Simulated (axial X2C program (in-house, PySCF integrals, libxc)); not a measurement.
# A two-component session on TaN: properties at the nuclei

Wanted for TaN: properties at the nuclei, at the two-component level.

The runs use an in-house X2C program for linear molecules on PySCF integrals; two-component X2C with atomic mean-field terms, Ta dyall-cv3z, N dyall-av3z.

All values are calculated.

**1. Set-up**

File task.json:

```json
{"zs": [73, 7], "q": 0, "bas": ["dyall-cv3z", "dyall-av3z"], "r0": 1.86, "levels": ["PBE0", "HF", "PBE50", "TPSSh", "BHandHLYP"], "nst": 3}
```

Keys: zs atomic numbers; q charge; bas basis sets; r0 starting distance in Å; levels methods (HF also brings MP2); nst determinants followed.

The run is started by

```
$ python soeom.py task.json out
```

Further steps of the session: Expectation values, lowest determinant; Expectation values, a higher determinant; Expectation values, a higher determinant.

Before running it: what results should come out? Wanted: lowest determinant; qzz Ta; qzz N; μ; higher determinant; Eeff magnitude; Ws magnitude Ta; A∥/gI Ta (for each run or level that gives them).

As calculated:

```
                                        quantity                                            value
                              lowest determinant                             Ω = 0 (closed shell)
                             qzz Ta (a.u.), PBE0                                           -10.13
                              qzz N (a.u.), PBE0                                            -0.69
                                     μ (D), PBE0                                            -3.56
                              higher determinant  Ω = 1 (excess of +ω over −ω: ω = -1/2, ω = 3/2)
Eeff magnitude (GV/cm), PBE0, higher determinant                                             36.7
 Ws magnitude Ta (kHz), PBE0, higher determinant                                             33.8
        A∥/gI Ta (MHz), PBE0, higher determinant                                            -4790
         qzz Ta (a.u.), PBE0, higher determinant                                            -4.89
                              higher determinant   Ω = 3 (excess of +ω over −ω: ω = 1/2, ω = 5/2)
Eeff magnitude (GV/cm), PBE0, higher determinant                                             35.6
 Ws magnitude Ta (kHz), PBE0, higher determinant                                             11.1
        A∥/gI Ta (MHz), PBE0, higher determinant                                             2240
         qzz Ta (a.u.), PBE0, higher determinant                                            -5.31
```

In words: The expectation values come from single determinants, which for open shells can mix terms of unlike spin or miss the lowest Ω, so a determinant need not be a state. Eeff is the effective electric field on the electron dipole moment in this Ω state and Ws the scalar–pseudoscalar constant (defined with the proton number Z and per Ω); A∥ is the parallel hyperfine constant, which follows by multiplying with the nuclear g factor gI = μI/(I μN); qzz is the electric field gradient, eQq0 = 234.96 MHz × Q/barn × qzz; μ is positive if N is the positive end. The operators were transformed with the bare-nucleus X2C matrices. A second determinant lies within 0.1 eV of the first.
